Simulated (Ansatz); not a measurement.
A nudged elastic band was laid between two geometries of a periodic cell of 13 atoms, Tc$_{12}$H (host Tc, host structure hcp, interstitial H).

Theory: Ansatz 0.2.0, DFT PBE, scalar-relativistic, plane waves, PAW. Settings: cutoff 600 eV, k mesh 4x3x4, gaussian smearing 0.15 eV, no spin polarisation.

- movable images: 5
- climbing image: yes
- spring: 5.0 eV/Å²
- optimiser: quadratic models (default)
- start path: IDPP
- force threshold: 0.05 eV/Å
- iteration limit: 73
- end points: relaxed

First end point:

```xyz
13
Lattice="5.4800 0.0000 0.0000 -4.1100 7.1187 0.0000 0.0000 0.0000 4.3950" Properties=species:S:1:pos:R:3
Tc -0.030 -0.014 0.047
Tc -0.030 1.592 2.145
Tc -1.373 2.377 0.021
Tc -1.370 3.961 2.163
Tc -2.740 4.745 0.025
Tc -2.743 6.298 2.152
Tc 2.764 -0.011 0.050
Tc 2.764 1.595 2.147
Tc 1.367 2.402 0.042
Tc 1.364 3.955 2.170
Tc -0.006 4.739 0.032
Tc -0.003 6.323 2.174
H 1.367 0.791 3.295
```

Last end point:

```xyz
13
Lattice="5.4800 0.0000 0.0000 -4.1100 7.1187 0.0000 0.0000 0.0000 4.3950" Properties=species:S:1:pos:R:3
Tc -0.026 -0.009 -0.050
Tc -0.025 1.597 2.247
Tc -1.369 2.381 -0.024
Tc -1.366 3.965 2.228
Tc -2.736 4.749 -0.028
Tc -2.739 6.303 2.240
Tc 2.767 -0.007 -0.053
Tc 2.768 1.599 2.245
Tc 1.371 2.406 -0.045
Tc 1.368 3.960 2.222
Tc -0.002 4.743 -0.034
Tc 0.001 6.328 2.218
H 1.371 0.795 1.097
```

Q: What changes between the two ends?

A: The atom that moves furthest is H13, by 2.20 Å.

Q: Give the energies along the band, and the barrier.

A: It converged. The highest image is number 3 of 0 to 6, 0.69 eV above the ends, which have the same energy within 2 meV. By the program's own check the climbing image is of a kind that is not told: the force calls were inconclusive, a negative curvature could not be distinguished from the path's own, the only one lies far off the path, or fixed occupations may fill a level only in part (lowest curvatures found: -3.44 and 1.87 eV/Å²). Limits of this set-up: coarse k mesh, odd electron count without spin.

| image | path coordinate (Å) | energy (eV) |
| --- | --- | --- |
| 0 | 0.00 | 0.00 |
| 1 | 0.36 | 0.15 |
| 2 | 0.72 | 0.50 |
| 3 | 1.08 | 0.69 |
| 4 | 1.44 | 0.50 |
| 5 | 1.80 | 0.15 |
| 6 | 2.17 | 0.00 |

Q: What is the geometry of the highest image?

A: 
```xyz
13
Lattice="5.4800 0.0000 0.0000 -4.1100 7.1187 0.0000 0.0000 0.0000 4.3950" Properties=species:S:1:pos:R:3
Tc -0.019 -0.001 -0.001
Tc -0.075 1.630 2.196
Tc -1.367 2.395 -0.001
Tc -1.344 3.986 2.196
Tc -2.742 4.741 -0.001
Tc -2.751 6.204 2.196
Tc 2.752 0.003 -0.001
Tc 2.811 1.640 2.196
Tc 1.368 2.394 -0.001
Tc 1.350 3.924 2.196
Tc 0.000 4.753 -0.001
Tc -0.001 6.353 2.196
H 1.375 0.760 2.196
```

The band took 5 iterations and about 25 core-minutes.

The run took 8 min on 4 threads of AMD EPYC 9R45 96-Core Processor (Zen 5), with other jobs on the host, peak memory 4.5 GiB.
